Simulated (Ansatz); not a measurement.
# Ta₂N: a line through an energy map

How does the energy of Ta2N (P-31m, No. 162; 9 atoms in the cell) vary with c/a of the conventional cell at fixed volume, at shift of Ta1 along [1 1 0] = −0.062 Å?

Computed with Ansatz 0.2.0 (DFT LDA, scalar-relativistic, plane waves, PAW, unless a step's input says otherwise).

40 further runs of the same task are left out: 40 set aside as unsound or not needed.

### 1 The starting structure

It takes space group P-31m (No. 162, trigonal). Conventional cell: a = 5.229 Å, b = 5.229 Å, c = 4.884 Å, α = 90.00°, β = 90.00°, γ = 120.00°. Around Ta (site symmetry m) lie 3 N at 2.12 to 2.14 Å. N (site symmetry 32) has 6 Ta at 2.14 Å as nearest neighbours. N (site symmetry -3m) has 6 Ta at 2.12 Å as nearest neighbours.

Structure file:

```cif
data_structure
_symmetry_space_group_name_H-M 'P-31m'
_symmetry_Int_Tables_number 162
_cell_length_a 5.2289
_cell_length_b 5.2289
_cell_length_c 4.8835
_cell_angle_alpha 90.000
_cell_angle_beta 90.000
_cell_angle_gamma 120.000
_cell_volume 115.63
loop_
_atom_site_label
_atom_site_type_symbol
_atom_site_symmetry_multiplicity
_atom_site_Wyckoff_symbol
_atom_site_fract_x
_atom_site_fract_y
_atom_site_fract_z
_atom_site_occupancy
Ta1 Ta 6 k 0.66693 0.66693 0.75260 1
N1 N 2 d 0.66667 0.33333 0.50000 1
N2 N 1 a 0.00000 0.00000 0.00000 1
```

It goes back to an entry of the Materials Project, which need not be the stable form.

This cell was relaxed beforehand with the same method: volume 12.85 Å³/atom, gap on the mesh none (metal).

### 2 What is varied

Atoms count from 1 in the order of the input.

The energy is mapped over a free internal coordinate and the cell.

The axes are (1) shift of Ta1 along [1 1 0], its symmetry partners moved as symmetry demands (measured in the relaxed cell): 9 values from −0.250 Å; (2) c/a of the conventional cell at fixed volume: 9 values from 0.859 to 1.009.

Nothing else is relaxed (all other coordinates fixed). Energies count from the relaxed crystal. Points are written as (first, second).

### 3 Grid point (−0.062 Å, 0.859)

Input file input.yaml:

```yaml
crystal:
  lattice:
    - [5.376313884, 0.0, 0.0]
    - [-2.688156942, 4.6560244023, 0.0]
    - [0.0, 0.0, 4.6193288891]
  atoms:
    - { symbol: Ta, position: [0.654976069, 0.654976069, 0.7526041962] }
    - { symbol: Ta, position: [0.0, 0.345023931, 0.7526041962] }
    - { symbol: Ta, position: [0.345023931, 0.0, 0.7526041962] }
    - { symbol: Ta, position: [0.345023931, 0.345023931, 0.2473958038] }
    - { symbol: Ta, position: [0.0, 0.654976069, 0.2473958038] }
    - { symbol: Ta, position: [0.654976069, 0.0, 0.2473958038] }
    - { symbol: "N", position: [0.6666666667, 0.3333333333, 0.5] }
    - { symbol: "N", position: [0.3333333333, 0.6666666667, 0.5] }
    - { symbol: "N", position: [0.0, 0.0, 0.0] }
basis:
  ecutwfc: 520.0
kpoints:
  mp_grid: { grid: [9, 9, 8] }
hamiltonian:
  xc: lda
  pseudopotentials: { kind: paw, azcp: { folder: soft_1 } }
scf:
  occupations: { method: gaussian, width: 0.15 }
output:
  forces: true
  stress: true
  eigenvalues: true
```

The run is started by

```console
$ ansatz run input.yaml --threads 4 --pin off --max-ram 8192MiB --backend cpu --events-out ev --progress --plain --runs-dir out
```

The session goes on with these runs: the other points of the line.

**Question.** What will these runs give? Wanted: for each run, c/a of the conventional cell at fixed volume; energy; slope; pressure; largest force on an atom.

**Answer**, as computed:

```
c/a of the conventional cell at fixed volume  step  energy (meV/atom)  slope (meV/atom per unit)  pressure (GPa)  largest force on an atom (eV/Å)
                                       0.859     3                 90                      −1533            2.15                            1.649
                                       0.878     4                 66                      −1130            1.72                            1.677
                                       0.897     5                 48                       −763            1.36                            1.682
                                       0.915     6                 37                       −419            1.06                            1.670
                                       0.934     7                 32                        −79            0.88                            1.663
                                       0.953     –                 34                        238            0.80                            1.661
                                       0.971     8                 41                        544            0.82                            1.667
                                       0.990     9                 54                        813            0.94                            1.668
                                       1.009    10                 71                       1060            1.15                            1.672
```

Energies count from the relaxed crystal. Rows without a step come from runs not printed here or follow by symmetry. Slopes come from the forces (and the stress, where the cell changes), not from differences of energies.

In words: Along the line the energy is lowest at 0.934, 32 meV/atom from the zero. Energies and slopes round the minimum, fitted together, put the minimum at 0.9385, with a curvature of about 17000 meV/atom per (unit)². The highest point computed, at 0.859, lies 58 meV/atom above the lowest. This is one cut through a surface in two coordinates; the map's lowest point lies off it. A rigid map gives upper bounds: relaxing the other coordinates can only lower a point. Spin-orbit coupling is left out for Ta. The final runs have no spin polarisation, so no magnetic state was tried and one may lie lower.
